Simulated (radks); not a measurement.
# Fractional charge and spin in the 3p shell of potassium

An exercise on one series of results from a longer session: the logs are not shown, and one member is left open.

Method: scalar-relativistic Kohn-Sham, PBEsol, spin-polarised, spherical densities, point nucleus. Code: radks (a radial shooting solver on a logarithmic mesh, Libxc functionals) version 1.

### The atom as given

```
element       : potassium (Z = 19)
configuration : [Ne] 3s2 3p(up 3, down 3)
```

A shell typed twice in an input gives spin up, then spin down.

Set-up of the first run:

Input:

```text
Z 19
configuration [Ne] 3s2 3p3 3p3
relativity scalar-relativistic
functional pbe_sol,pbe_sol
spin polarised
nucleus point
c 137.035999084
```

Among the steps run: 3p: up 3, down 3.

One of the session's tables, all rows but one given; the rest of the session is left out.

It belongs to the step «3p: up 3, down 3». From the orbitals of this run (lengths in bohr):

```
level      <r>  outermost maximum (interpolated)  90 % within  nodes
   1s  0.08113                            0.0531        0.145      0
   2s   0.3881                             0.318        0.605      1
   2p   0.3508                             0.263        0.580      0
   3s        ?                                 ?            ?      ?
   3p    1.426                              1.16         2.22      1
```

Estimate the missing values for 3s.

As computed: <r>: 1.268; outermost maximum (interpolated): 1.08; 90 % within: 1.91; nodes: 2. In the column «<r>» it lies between 2s (0.3881) and 3p (1.426).
